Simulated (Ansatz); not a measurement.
# Alloy of GaN and AlN (12 of 48 Ga sites exchanged), 96 atoms, part 2 of 2

Ansatz 0.2.0, PAW.

## 3. Single point with r²SCAN

in.yaml reads:

```yaml
crystal:
  lattice:
    - [9.489701, 0.000000, 0.000000]
    - [0.000000, 10.961814, 0.000000]
    - [0.000000, 0.000000, 10.284006]
  atoms:
    - { symbol: Ga, position: [0.166899, 0.083040, 0.250877] }
    - { symbol: Ga, position: [0.166108, 0.083143, 0.748847] }
    - { symbol: Ga, position: [0.000274, 0.334606, 0.249733] }
    - { symbol: Ga, position: [0.501080, 0.084116, 0.749837] }
    - { symbol: Ga, position: [0.332685, 0.333923, 0.248565] }
    - { symbol: Ga, position: [0.332062, 0.333540, 0.750768] }
    - { symbol: Ga, position: [0.166119, 0.583156, 0.748953] }
    - { symbol: Ga, position: [0.999472, 0.832481, 0.250825] }
    - { symbol: Ga, position: [0.000131, 0.832664, 0.749034] }
    - { symbol: Ga, position: [0.831941, 0.084111, 0.248749] }
    - { symbol: Ga, position: [0.832262, 0.084539, 0.750688] }
    - { symbol: Ga, position: [0.667964, 0.332247, 0.748664] }
    - { symbol: Ga, position: [0.499630, 0.582641, 0.250806] }
    - { symbol: Ga, position: [0.499103, 0.583322, 0.749087] }
    - { symbol: Ga, position: [0.333417, 0.833094, 0.251782] }
    - { symbol: Ga, position: [0.332611, 0.832801, 0.747983] }
    - { symbol: Ga, position: [0.833455, 0.581770, 0.251585] }
    - { symbol: Ga, position: [0.834588, 0.581770, 0.747824] }
    - { symbol: Ga, position: [0.666936, 0.834440, 0.248980] }
    - { symbol: Ga, position: [0.666980, 0.833556, 0.750948] }
    - { symbol: Ga, position: [0.999253, 0.167111, 0.500629] }
    - { symbol: Ga, position: [0.999371, 0.167501, 0.998610] }
    - { symbol: Ga, position: [0.333860, 0.165860, 0.498764] }
    - { symbol: Ga, position: [0.333646, 0.167032, 0.000620] }
    - { symbol: Ga, position: [0.165555, 0.418591, 0.499824] }
    - { symbol: Ga, position: [0.999936, 0.666318, 0.000700] }
    - { symbol: Ga, position: [0.501097, 0.416005, 0.498752] }
    - { symbol: Ga, position: [0.500868, 0.415466, 0.000570] }
    - { symbol: Ga, position: [0.332640, 0.665769, 0.000895] }
    - { symbol: Ga, position: [0.165886, 0.916041, 0.999922] }
    - { symbol: Ga, position: [0.833569, 0.415216, 0.999645] }
    - { symbol: Ga, position: [0.667264, 0.666012, 0.499854] }
    - { symbol: Ga, position: [0.667356, 0.667006, 0.999803] }
    - { symbol: Ga, position: [0.499717, 0.917634, 0.498846] }
    - { symbol: Ga, position: [0.500368, 0.917692, 0.000590] }
    - { symbol: Ga, position: [0.834275, 0.917071, 0.499820] }
    - { symbol: Al, position: [0.999533, 0.333965, 0.749307] }
    - { symbol: Al, position: [0.500879, 0.084665, 0.249270] }
    - { symbol: Al, position: [0.166693, 0.582942, 0.250283] }
    - { symbol: Al, position: [0.666730, 0.331716, 0.250178] }
    - { symbol: Al, position: [0.165529, 0.417203, 0.999217] }
    - { symbol: Al, position: [0.000891, 0.666151, 0.497878] }
    - { symbol: Al, position: [0.666606, 0.167514, 0.497049] }
    - { symbol: Al, position: [0.666811, 0.166325, 0.001197] }
    - { symbol: Al, position: [0.331722, 0.666832, 0.498214] }
    - { symbol: Al, position: [0.166009, 0.915199, 0.499294] }
    - { symbol: Al, position: [0.832997, 0.415761, 0.499034] }
    - { symbol: Al, position: [0.833617, 0.917563, 0.999222] }
    - { symbol: N, position: [0.000472, 0.167454, 0.188326] }
    - { symbol: N, position: [0.999409, 0.170494, 0.690894] }
    - { symbol: N, position: [0.336294, 0.165062, 0.190547] }
    - { symbol: N, position: [0.333644, 0.166741, 0.688252] }
    - { symbol: N, position: [0.166351, 0.420727, 0.185046] }
    - { symbol: N, position: [0.162854, 0.415021, 0.689317] }
    - { symbol: N, position: [0.002934, 0.664008, 0.190693] }
    - { symbol: N, position: [0.000255, 0.666524, 0.683043] }
    - { symbol: N, position: [0.662724, 0.168677, 0.186792] }
    - { symbol: N, position: [0.666609, 0.166475, 0.681869] }
    - { symbol: N, position: [0.504250, 0.414600, 0.190674] }
    - { symbol: N, position: [0.500160, 0.415907, 0.688448] }
    - { symbol: N, position: [0.330035, 0.664904, 0.190638] }
    - { symbol: N, position: [0.332635, 0.665925, 0.683265] }
    - { symbol: N, position: [0.166507, 0.916034, 0.188905] }
    - { symbol: N, position: [0.166052, 0.916759, 0.684025] }
    - { symbol: N, position: [0.829163, 0.414109, 0.189484] }
    - { symbol: N, position: [0.836756, 0.414007, 0.684682] }
    - { symbol: N, position: [0.666880, 0.666629, 0.189373] }
    - { symbol: N, position: [0.667059, 0.666507, 0.689074] }
    - { symbol: N, position: [0.499233, 0.920665, 0.190782] }
    - { symbol: N, position: [0.500229, 0.916983, 0.688445] }
    - { symbol: N, position: [0.834242, 0.916997, 0.184212] }
    - { symbol: N, position: [0.833535, 0.917570, 0.688875] }
    - { symbol: N, position: [0.165701, 0.079186, 0.440752] }
    - { symbol: N, position: [0.166731, 0.082948, 0.938229] }
    - { symbol: N, position: [0.997079, 0.335150, 0.439104] }
    - { symbol: N, position: [0.003366, 0.335309, 0.935015] }
    - { symbol: N, position: [0.503871, 0.085528, 0.434422] }
    - { symbol: N, position: [0.503629, 0.085898, 0.939658] }
    - { symbol: N, position: [0.331914, 0.333623, 0.437983] }
    - { symbol: N, position: [0.329437, 0.335462, 0.941052] }
    - { symbol: N, position: [0.166615, 0.586958, 0.436002] }
    - { symbol: N, position: [0.166161, 0.580424, 0.938739] }
    - { symbol: N, position: [0.002671, 0.831182, 0.441045] }
    - { symbol: N, position: [0.996169, 0.834375, 0.939250] }
    - { symbol: N, position: [0.830025, 0.084957, 0.438640] }
    - { symbol: N, position: [0.829203, 0.082180, 0.941743] }
    - { symbol: N, position: [0.670653, 0.331829, 0.436249] }
    - { symbol: N, position: [0.667079, 0.328575, 0.938651] }
    - { symbol: N, position: [0.496301, 0.584990, 0.440364] }
    - { symbol: N, position: [0.500114, 0.582885, 0.938724] }
    - { symbol: N, position: [0.329962, 0.831916, 0.441934] }
    - { symbol: N, position: [0.333501, 0.832840, 0.937935] }
    - { symbol: N, position: [0.837010, 0.580701, 0.442046] }
    - { symbol: N, position: [0.833422, 0.582260, 0.937645] }
    - { symbol: N, position: [0.667184, 0.833130, 0.438005] }
    - { symbol: N, position: [0.670070, 0.835468, 0.940764] }
  symmetry: { detect: false }
kpoints:
  mp_grid: { grid: [1, 1, 1], shift: [0.25, 0.25, 0.25] }
hamiltonian:
  xc: r2scan
scf:
  occupations: { method: fermi_dirac, width: 0.01 }
output:
  forces: true
  eigenvalues: true
  populations: true
  eigenstates: { kpoints: [[0.25, 0.25, 0.25]], e_range: [-6.0, 6.0], localisation: true }
```

Run with:

```sh
$ ansatz run in.yaml --threads 4 --pin off --max-ram 61750MiB --runs-dir r --events-out ev --progress --plain --backend cuda --devices 0, --max-vram 37GiB
```

Standard output:

```text
Pseudopotentials: kind: paw
Functional definition: r2SCAN
  parameter k0 = 0.174
  parameter k1 = 0.065
  parameter a1 = 4.9479
  exchange = r2scan_x(k0 = k0, k1 = k1, a1 = a1)
  correlation = r2scan_c
Crystal: 96 atoms, lattice volume = 1069.787 Å³
Basis set: ecut = 500 eV, 27197 PW (Γ), exchange–correlation on 288×320×320 points (64 copies of the dense FFT grid, shifted against one another)
Bands: 468, of which v1, the nominal top of the filled ones, is band 372 counted from 1 (371 counted from 0)
Symmetry: 1 space group operations
k-points: 1
Non-local potential: Ga, projectors of the file, l = 0: 2, l = 1: 2, l = 2: 3, l = 3: 1
Non-local potential: Al, projectors of the file, l = 0: 2, l = 1: 2, l = 2: 1
Non-local potential: N, projectors of the file, l = 0: 2, l = 1: 2, l = 2: 1
PAW form: soft (Blöchl's): semilocal exchange-correlation on the pseudo side does not see the compensation charge
PAW frozen core: Ga, regenerated for the run's functional (the file was generated under x = pbe(κ = 0.804, μ = 0.2195149727645171), c = pbe(β = 0.06672455060314922))
PAW frozen core: Al, regenerated for the run's functional (the file was generated under x = pbe(κ = 0.804, μ = 0.2195149727645171), c = pbe(β = 0.06672455060314922))
PAW frozen core: N, regenerated for the run's functional (the file was generated under x = pbe(κ = 0.804, μ = 0.2195149727645171), c = pbe(β = 0.06672455060314922))
PAW one-centre angular grid: Ga, 590 points (default); XC on 160 Gauss nodes
PAW one-centre angular grid: Al, 302 points (default); XC on 160 Gauss nodes
PAW one-centre angular grid: N, 302 points (default); XC on 160 Gauss nodes
Initial density: superposition of atomic densities (neutral atoms: chi_scale 0, normalization atom), corrected by the library's trained network
Initial wavefunctions: pseudopotential atomic-orbital guess
Functional: x = r2scan, c = r2scan; τ floored in thin density (d = 2e-4 eV/Å³)
SCF iter   1: F=—  HF=-161489.535065 eV  |F-HF|=—  |Δ(HF+E_count)|=         —  Δρ=1.13e-2  dr2=6.19e-1  dr2_τ=5.26e0  ethr=1.77e-3  ⟨swp⟩=6.0  Hψ=1795  notcnv=0  defer=7
preconditioner: auto → Resta (q_TF=auto, 2.568 Å⁻¹)  ε∞=4.2  [insulator: Δε(μ)=3.908 eV  Ē_g=17.294 eV  σ=0.010 eV  W_gap=1.00  n_scr=298 (ndim 8)  ℏωp=31.0 eV  f_vac=0.000  D(μ)=0.00/eV (n_scr^D=0)  ε∞_Penn≈4.2]
SCF iter   2: F=—  HF=-161491.505853 eV  |F-HF|=—  |Δ(HF+E_count)|=    1.97e0  Δρ=5.58e-3  dr2=2.27e-1  dr2_τ=5.85e-3  ethr=8.33e-5  ⟨swp⟩=3.0  Hψ=925  notcnv=0  defer=89
SCF iter   3: F=—  HF=-161491.485717 eV  |F-HF|=—  |Δ(HF+E_count)|=   2.01e-2  Δρ=3.42e-3  dr2=5.97e-2  dr2_τ=2.46e-3  ethr=3.05e-5  ⟨swp⟩=3.0  Hψ=754  notcnv=0  defer=89
SCF iter   4: F=—  HF=-161491.483828 eV  |F-HF|=—  |Δ(HF+E_count)|=   1.89e-3  Δρ=3.08e-4  dr2=7.08e-4  dr2_τ=3.10e-4  ethr=8.03e-6  ⟨swp⟩=3.0  Hψ=758  notcnv=0  defer=89
SCF iter   5: F=—  HF=-161491.482415 eV  |F-HF|=—  |Δ(HF+E_count)|=   1.41e-3  Δρ=1.46e-4  dr2=1.27e-4  dr2_τ=1.71e-5  ethr=9.52e-8  ⟨swp⟩=2.0  Hψ=750  notcnv=0  defer=89
SCF iter   6: F=—  HF=-161491.482497 eV  |F-HF|=—  |Δ(HF+E_count)|=   8.19e-5  Δρ=5.69e-5  dr2=3.82e-5  dr2_τ=4.97e-6  ethr=1.71e-8  ⟨swp⟩=2.0  Hψ=751  notcnv=0  defer=89
SCF iter   7: F=—  HF=-161491.483823 eV  |F-HF|=—  |Δ(HF+E_count)|=   1.33e-3  Δρ=1.37e-5  dr2=2.04e-6  dr2_τ=1.82e-7  ethr=5.13e-9  ⟨swp⟩=2.0  Hψ=824  notcnv=0  defer=89
SCF iter   8: F=—  HF=-161491.483824 eV  |F-HF|=—  |Δ(HF+E_count)|=   5.20e-7  Δρ=7.58e-6  dr2=6.47e-7  dr2_τ=3.87e-8  ethr=2.75e-10  ⟨swp⟩=2.0  Hψ=751  notcnv=0  defer=89
SCF iter   9: F=-161491.483824 eV  HF=-161491.483824 eV  |F-HF|=2.60e-8  |Δ(HF+E_count)|=   1.13e-7  Δρ=2.16e-6  dr2=5.49e-8  dr2_τ=8.43e-10  ethr=1.34e-11  ⟨swp⟩=10.0  Hψ=2484  notcnv=0
SCF 1 converged in 9 iterations: F = -161491.483824 eV  dr2 = 5.49e-8
NSCF: frozen V_eff on 1 k-points
SCF converged after 9 iterations
Free energy (F): -161491.483824 eV
Harris-Foulkes:  -161491.483824 eV  (|F-HF|=2.60e-8)
Internal energy: -161491.483824 eV  (E = F + TS)
E sigma→0 (E₀):  -161491.483824 eV
Fermi energy:    10.696266 eV
--- Per-component energies (eV) ---
  E_band       = -552.779233
  E_kinetic    = 10822.252006
  E_local      = -80848.586935  (includes V_loc(G=0)·N_el)
  E_nonlocal   = 17804.902054
  E_hartree    = 37240.357609
  E_xc         = -5569.528073
  E_vxc        = -6600.025086  (∫ρ·V_xc dr)
  E_paw        = -84175.426312  (= ΣΔE_a)
  E_vpaw       = -16571.090025  (= ΣTr[D̂ρ^β])
  E_aug_tail   = -0.000601  (compensation charges beyond the density's cutoff)
  E_vtau       = 359.038994  (kinetic-family band-sum trace: ∫τ·v_τ [+ j·A + Jᵃ·Aᵃ] dr)
  E_ewald      = -56739.802660
  E_core_change = -25.650912  (= ΣΔE_core)
  E_smearing   = -0.000000  (= −TS)
  E_closure    = -0.000000  (closes the sum)
  Σ components = -161491.483824   (vs F -161491.483824, Δ=0.00e0)
--- Forces (eV/Å), atoms counted from 1 ---
  atom   1  Ga    -0.00101912    -0.00462769    -0.01136409
  atom   2  Ga     0.00432242     0.00180569    -0.00399330
  atom   3  Ga    -0.00497173    -0.00817933     0.00028800
  atom   4  Ga    -0.00014692     0.00012191    -0.00798762
  atom   5  Ga     0.00375388    -0.00523178     0.00127527
  atom   6  Ga    -0.00012954    -0.00151610    -0.01212786
  atom   7  Ga     0.00237359    -0.00596812    -0.00532356
  atom   8  Ga     0.00653188     0.00348705    -0.01292919
  atom   9  Ga    -0.00688472     0.00429930    -0.01124517
  atom  10  Ga     0.00682064    -0.00102018    -0.00380962
  atom  11  Ga     0.00042354    -0.00823632    -0.01773790
  atom  12  Ga    -0.00708758    -0.00145681    -0.00598536
  atom  13  Ga     0.00263240     0.00198394    -0.00759422
  atom  14  Ga     0.00531272    -0.00165186    -0.00591761
  atom  15  Ga    -0.00512650     0.00317393    -0.01164736
  atom  16  Ga     0.00644004     0.00402963    -0.00617975
  atom  17  Ga    -0.00021097     0.00067270    -0.01503286
  atom  18  Ga    -0.00531293     0.00660672    -0.00261012
  atom  19  Ga     0.00195896    -0.00579728     0.00082073
  atom  20  Ga     0.00395584     0.00106002    -0.01071553
  atom  21  Ga    -0.00052111     0.00305756    -0.00705802
  atom  22  Ga     0.00554135    -0.00454775    -0.00132097
  atom  23  Ga    -0.00427548     0.00642047     0.00209470
  atom  24  Ga    -0.00255454    -0.00475241    -0.00789526
  atom  25  Ga     0.00049965    -0.01430200    -0.00120642
  atom  26  Ga    -0.00300169    -0.00374993    -0.00467999
  atom  27  Ga    -0.01132107     0.00092443     0.00147856
  atom  28  Ga    -0.00183396     0.00318711    -0.00766250
  atom  29  Ga    -0.00097814    -0.00113363    -0.00617424
  atom  30  Ga     0.00082168     0.00629648     0.00244257
  atom  31  Ga    -0.00681298     0.00522833    -0.00250838
  atom  32  Ga    -0.00626749     0.00904940     0.00096468
  atom  33  Ga    -0.00254152    -0.00329756    -0.00623070
  atom  34  Ga     0.00340129    -0.00514536     0.00052011
  atom  35  Ga    -0.00278690     0.00092538    -0.00983598
  atom  36  Ga    -0.00852539    -0.00022071     0.00245351
  atom  37  Al     0.01537950    -0.00487720    -0.01235960
  atom  38  Al    -0.00758125     0.00027234    -0.00031344
  atom  39  Al    -0.00106385     0.01288719    -0.01240197
  atom  40  Al     0.00238089     0.01200572    -0.01475195
  atom  41  Al     0.00796455     0.00444681    -0.01020943
  atom  42  Al    -0.00124281     0.00367124     0.01490799
  atom  43  Al     0.00655624    -0.01337588     0.01111432
  atom  44  Al    -0.01330243     0.00176461    -0.00976367
  atom  45  Al     0.00757457     0.00137068     0.01035755
  atom  46  Al     0.00039976     0.00377066     0.01153490
  atom  47  Al     0.01904562    -0.00546449     0.00109488
  atom  48  Al    -0.00818720    -0.00741241     0.00573528
  atom  49  N      0.00183400     0.00372619     0.00578319
  atom  50  N     -0.00102117     0.06861383     0.02852425
  atom  51  N      0.05673946    -0.03155321     0.02773232
  atom  52  N     -0.00100463    -0.00075354     0.00700677
  atom  53  N     -0.00260353     0.06258112    -0.03331500
  atom  54  N     -0.05880909    -0.03022949     0.02204117
  atom  55  N      0.05650792    -0.03400461     0.02267221
  atom  56  N      0.00152009    -0.00140865    -0.05713602
  atom  57  N     -0.04871820     0.02694298    -0.01831332
  atom  58  N     -0.00306565     0.00399552    -0.06137170
  atom  59  N      0.05385511    -0.03214775     0.03088755
  atom  60  N     -0.00015803     0.00324361     0.00468378
  atom  61  N     -0.05576733    -0.03581054     0.01962447
  atom  62  N     -0.00377491    -0.00040321    -0.06033861
  atom  63  N     -0.00140588     0.00021490     0.00136186
  atom  64  N     -0.00227840    -0.00316720    -0.06103149
  atom  65  N     -0.05469376    -0.03492128     0.02306992
  atom  66  N      0.05241233    -0.03003146    -0.03022915
  atom  67  N     -0.00289680     0.00242493     0.00562370
  atom  68  N     -0.00233485    -0.00132525     0.00248344
  atom  69  N      0.00664213     0.06606897     0.02475636
  atom  70  N     -0.00133444     0.00002454     0.00599482
  atom  71  N     -0.00598695    -0.00157582    -0.05982115
  atom  72  N      0.00040110    -0.00102079    -0.00007110
  atom  73  N      0.00278228    -0.07217155     0.02123062
  atom  74  N      0.00234978    -0.00327919     0.00631333
  atom  75  N     -0.05519226     0.03481798     0.01998962
  atom  76  N      0.05050822     0.03356329    -0.03111490
  atom  77  N      0.05489716     0.03759664    -0.03989393
  atom  78  N      0.06029323     0.03270450     0.02601345
  atom  79  N      0.00323556    -0.00076246     0.00288238
  atom  80  N     -0.05706456     0.03295167     0.03103220
  atom  81  N     -0.00045449     0.05622086    -0.01429214
  atom  82  N      0.00131805    -0.06265229     0.02336376
  atom  83  N      0.05482986    -0.03167612     0.04105799
  atom  84  N     -0.05300786     0.03862008     0.02728317
  atom  85  N     -0.05515503     0.03409859     0.02570309
  atom  86  N     -0.05328497    -0.02948713     0.04942525
  atom  87  N      0.04825312    -0.02832261    -0.01509994
  atom  88  N      0.00529993    -0.06909987     0.02504712
  atom  89  N     -0.05597976     0.03409255     0.01976521
  atom  90  N      0.00206726     0.00395762     0.00700449
  atom  91  N     -0.05773435    -0.03091886     0.04001638
  atom  92  N     -0.00166596    -0.00163718     0.00563377
  atom  93  N      0.05179585    -0.03153295     0.03812349
  atom  94  N      0.00231507     0.00026336     0.00857731
  atom  95  N      0.00522537    -0.00120801     0.00298870
  atom  96  N      0.05987081     0.03359820     0.02828859
  max |Σ_I F_I| component: 4.67e-4 eV/Å
--- Band table (eV) ---
  k-point 0: bands = [... 360 lower levels ..., "7.9960", "8.0110", "8.0450", "8.1067", "8.2160", "8.2598", "8.3080", "8.4082", "8.4267", "8.4428", "8.6433", "8.7288", "12.6637", "13.7242", "13.8429", "13.9441", "14.0062", "14.0202", "14.1708", "14.3599", "14.4471", "14.4909", "14.5208", "14.5754", ... 84 higher levels ...]
--- Löwdin populations: 96 sites ---
  site symbol       q [e]
     0     Ga     12.1784
     1     Ga     12.1772
     2     Ga     12.1877
     3     Ga     12.1789
     4     Ga     12.1850
     5     Ga     12.1768
     6     Ga     12.1859
     7     Ga     12.1848
     8     Ga     12.1811
     9     Ga     12.1885
    10     Ga     12.1839
    11     Ga     12.1860
    12     Ga     12.1825
    13     Ga     12.1754
    14     Ga     12.1842
    15     Ga     12.1780
    16     Ga     12.1855
    17     Ga     12.1814
    18     Ga     12.1803
    19     Ga     12.1746
    20     Ga     12.1817
    21     Ga     12.1847
    22     Ga     12.1806
    23     Ga     12.1805
    24     Ga     12.1891
    25     Ga     12.1821
    26     Ga     12.1851
    27     Ga     12.1795
    28     Ga     12.1805
    29     Ga     12.1778
    30     Ga     12.1868
    31     Ga     12.1804
    32     Ga     12.1752
    33     Ga     12.1811
    34     Ga     12.1805
    35     Ga     12.1810
    36     Al      1.8282
    37     Al      1.8328
    38     Al      1.8334
    39     Al      1.8362
    40     Al      1.8286
    41     Al      1.8340
    42     Al      1.8337
    43     Al      1.8342
    44     Al      1.8313
    45     Al      1.8282
    46     Al      1.8348
    47     Al      1.8257
    48      N      5.7851
    49      N      5.8599
    50      N      5.8596
    51      N      5.7869
    52      N      5.9245
    53      N      5.8618
    54      N      5.8600
    55      N      5.8575
    56      N      6.0005
    57      N      5.8587
    58      N      5.8601
    59      N      5.7855
    60      N      5.8594
    61      N      5.8566
    62      N      5.7891
    63      N      5.8580
    64      N      5.8604
    65      N      5.9284
    66      N      5.7849
    67      N      5.7873
    68      N      5.8577
    69      N      5.7867
    70      N      5.8556
    71      N      5.7890
    72      N      5.8562
    73      N      5.7857
    74      N      5.8601
    75      N      5.9267
    76      N      5.9278
    77      N      5.8595
    78      N      5.7851
    79      N      5.8588
    80      N      5.9982
    81      N      5.8593
    82      N      5.9292
    83      N      5.8566
    84      N      5.8581
    85      N      5.9290
    86      N      5.9955
    87      N      5.8580
    88      N      5.8581
    89      N      5.7845
    90      N      5.9306
    91      N      5.7822
    92      N      5.9280
    93      N      5.7852
    94      N      5.7859
    95      N      5.8594
  spilling = 0.003099 (of n_electrons = 744.000000)
```

Run time: 14 s. Hardware: 1 × NVIDIA H100 80GB HBM3 with 4 threads of AMD EPYC 7R13, shared host; peak host memory 3 GiB.

At the single k point (¼, ¼, ¼) the filled levels end at 8.729 eV and the empty ones begin at 12.664 eV, a spacing of 3.93 eV. This point lies off Γ, so the spacing can exceed the gap by much.

Frontier states and how far they spread:

```tsv
level (eV)	spin	filling	atoms sharing it	main element	its share	largest atom
-0.47	both	2.00	60.4	N	0.83	–
-0.42	both	2.00	45.3	N	0.84	–
-0.32	both	2.00	53.6	N	0.84	–
-0.30	both	2.00	54.8	N	0.84	–
-0.29	both	2.00	56.1	N	0.84	–
-0.09	both	2.00	59.5	N	0.85	–
0.00	both	2.00	55.9	N	0.85	–
3.93	both	0.00	91.0	N	0.59	–
```

Forces by r²SCAN reach 0.08 eV/Å at most on these atoms (on N86).

## 4. What came out

What follows sums up all 2 parts. Changes of volume or cell count from the first structure of part 1.

```
             level        time  top filled to lowest empty (eV)
PBEsol, relaxation  29 s (GPU)                             3.42
            r²SCAN  14 s (GPU)                             3.93
```

```
     quantity                                                                        value
   relaxation                                             6 recorded steps, 1.80 eV gained
largest shift                                                                 0.10 Å (N81)
 relaxed cell  a = 9.490 Å, b = 10.962 Å, c = 10.284 Å, α = 90.00°, β = 90.00°, γ = 90.00°
   mean bonds                                                     Al–N 1.900, Ga–N 1.946 Å
```

Relaxation gains 1.80 eV, with shifts up to 0.10 Å (N81), while the volume changes by +0.0 %. Part of this undoes the random shake of the start. The mean lengths of the listed bonds run from Al–N 1.90 Å to Ga–N 1.95 Å. With one k point the spacing samples only the states that fold onto it, so it can exceed the gap over the zone.
